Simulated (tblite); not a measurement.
# C6H11FO2Si: the cost of one run

Programs: tblite 0.8.0 and PySCF 2.14.0, with density-fitted response routines of our own. Each step states its level of theory. These are calculated values for one molecule in the gas phase, unless marked as measured. Atoms count from 0, in the outputs and in this text.

**1. Starting geometry**

21 atoms, charge 0, multiplicity 1; geometry from: force field or distance geometry start.

Bonds of the start (Å): C0–O1 1.42, O1–Si2 1.65, Si2–F3 1.62, Si2–C4 1.88, C4–C5 1.51, C5–C6 1.51, C6–C7 1.49, C7–C8 1.50, C8–O9 1.23, C6–C4 1.52, C0–H10 1.09, C0–H11 1.08, C0–H12 1.09, Si2–H13 1.48, C4–H14 1.08, C5–H15 1.07, C5–H16 1.09, C6–H17 1.09, C7–H18 1.10, C7–H19 1.09, C8–H20 1.11.

**2. Geometry optimisation with GFN2-xTB**

The job: settings as JSON, then the geometry in Å.

```
{"job": {"kind": "relax", "xc": "GFN2-xTB", "basis": "xTB"}, "charge": 0, "multiplicity": 1}
C      3.590300     0.383200    -0.483000
O      2.593500    -0.208400     0.335200
Si     1.110400     0.506900     0.425900
F      0.594400     0.726700    -1.095200
C     -0.151300    -0.540900     1.337000
C     -0.627100    -1.840200     0.725300
C     -1.596500    -0.698800     0.906900
C     -2.231000    -0.078700    -0.295100
C     -2.580900     1.373600    -0.135700
O     -2.377300     2.038100     0.878800
H      3.808600     1.404900    -0.156600
H      4.495200    -0.209000    -0.400800
H      3.267500     0.386800    -1.523600
H      1.257000     1.839600     1.052300
H      0.044200    -0.533300     2.397900
H     -0.318400    -2.105900    -0.266500
H     -0.714400    -2.693600     1.390500
H     -2.319800    -0.789800     1.720500
H     -3.174600    -0.609600    -0.502500
H     -1.607900    -0.180700    -1.186500
H     -3.070700     1.845900    -1.011200
```

On the command line:

```bash
OMP_NUM_THREADS=1 python probes_run.py task.json out
```

One launch serves the whole session: the jobs run in the order shown.

Q: Estimate the wall time of this first job on 1 thread of Arm Neoverse N1, shared host.

About 2.4 s.
